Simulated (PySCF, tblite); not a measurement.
# C₇H₆ClS radical: geometry, infrared bands and EPR parameters

Aim: predict the infrared bands and EPR parameters of C₇H₆ClS radical (`[CH2]/C(Cl)=C\c1cccs1`).

Programs: tblite 0.8.0 and PySCF 2.14.0, with density-fitted response routines of our own. Each step states its level of theory. These are calculated values for one molecule in the gas phase, unless marked as measured. Atoms count from 0, in the outputs and in this text.

## (1) The starting structure

15 atoms, charge 0, multiplicity 2; geometry from: force field or distance geometry start.

Bonds of the start (Å): C0–C1 1.44, C1–Cl2 1.73, C1–C3 1.35, C3–C4 1.43, C4–C5 1.39, C5–C6 1.43, C6–C7 1.38, C7–S8 1.70, S8–C4 1.72, C0–H9 1.09, C0–H10 1.07, C3–H11 1.08, C5–H12 1.07, C6–H13 1.09, C7–H14 1.07.

## (2) Geometry optimisation with GFN2-xTB

Job settings and geometry (Å):

```
{"job": {"kind": "relax", "xc": "GFN2-xTB", "basis": "xTB"}, "charge": 0, "multiplicity": 2}
C     -2.322000    -0.755400    -0.230500
C     -2.076100     0.635400     0.058200
Cl    -3.481000     1.638500     0.130700
C     -0.885000     1.210300     0.324300
C      0.372200     0.532300     0.311600
C      0.914800    -0.325100    -0.638400
C      2.230900    -0.765300    -0.296900
C      2.668600    -0.217800     0.896700
S      1.504900     0.821000     1.578300
H     -3.337600    -1.074600    -0.482300
H     -1.564500    -1.508300    -0.129900
H     -0.866600     2.253500     0.607000
H      0.398400    -0.618800    -1.531400
H      2.830800    -1.447400    -0.893700
H      3.607700    -0.370500     1.389500
```

Command:

```
$ OMP_NUM_THREADS=1 python probes_run.py task.json out
```

This one command runs all jobs of the session in turn.

**Question.** This job is followed by: GFN2-xTB harmonic vibrations, gas phase; UKS B3LYP, pcH-1 on C Cl H S, non-relativistic, mean-field spin-orbit, GIAO. What will the session give for the following? strongest single infrared mode (GFN2-xTB); zero-point energy (GFN2-xTB); g(iso) (B3LYP); ⟨S²⟩; largest a(iso) (averaged by class); surface potential, 1st and 99th percentile.

**Answer**, as computed:

```
                                 quantity                 value
strongest single infrared mode (GFN2-xTB)  1137 cm⁻¹, 37 km/mol
             zero-point energy (GFN2-xTB)         64.4 kcal/mol
                           g(iso) (B3LYP)               2.00277
                                     ⟨S²⟩    0.785 (exact 0.75)
       largest a(iso) (averaged by class)   13C on C3, 48.2 MHz
    surface potential, 1st and 99th percentile    -0.64 V and 1.25 V
```

**Reading.** The optimisation took 83 steps and gained 0.430 eV; among the close pairs (by a distance rule), C0–C1 changed most, from 1.442 to 1.345 Å. No mode is imaginary among the 39: a minimum at this level. The strongest single mode, at 1137 cm⁻¹, has its largest shares on C1, H10 and H11 (the list is cut at 3 atoms). Unscaled tight-binding wavenumbers are off by several per cent, some by more. Its intensities can rank the bands wrongly. The largest spin populations lie on C3 (0.55 e), C0 (0.41 e). The isotropic g lies 0.5 ppt above the free-electron value.
